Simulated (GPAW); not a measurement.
The system is TiPd.

```
CELL_PARAMETERS angstrom
2.81471 0.00000 0.00000
0.00000 2.81471 0.00000
0.00000 0.00000 3.86576
ATOMIC_POSITIONS crystal
Pd 0.50000 0.50000 0.50000
Ti 0.00000 0.00000 0.00000
```

The cell comes from a database or a generator and needn't be the stable form of this composition.

- Program: GPAW 26.7.0
- Task: relaxation of cell and atoms
- Functional: PBE
- Potentials or basis: GPAW PAW data sets (gpaw-data 1.2.1)
- Cutoff: 600 eV
- Basis: pw
- k mesh: 9 × 9 × 7
- Occupations: fermi-dirac, width 0.05 eV
- Spin: no spin polarisation

At the start: pressure 2.9 GPa; volume 15.31 Å³/atom.

**Question.** How do energy, volume and symmetry change on relaxing?

**Answer.** Over 6 steps the energy falls by 3.8 meV/atom and the volume is 15.61 Å³/atom (+1.9 %); space group P4/mmm (No. 123, to 0.05 Å).

Step by step:
| step | energy change (eV) | largest force (eV/Å) | pressure (GPa) | volume (Å³) |
| --- | --- | --- | --- | --- |
| 1 | 0.0000 | 0.0000 | 2.95 | 30.63 |
| 2 | -0.0035 | 0.0000 | 1.94 | 30.81 |
| 3 | -0.0071 | 0.0000 | -0.01 | 31.19 |
| 4 | -0.0072 | 0.0000 | -0.08 | 31.20 |
| 5 | -0.0077 | 0.0000 | -0.21 | 31.24 |
| 6 | -0.0077 | 0.0000 | -0.09 | 31.22 |

Final structure:
```
CELL_PARAMETERS angstrom
2.84215 0.00000 0.00000
0.00000 2.84215 0.00000
0.00000 0.00000 3.86492
ATOMIC_POSITIONS crystal
Pd 0.50000 0.50000 0.50000
Ti 0.00000 0.00000 0.00000
```

Caveat: later steps reuse the first step's grids.
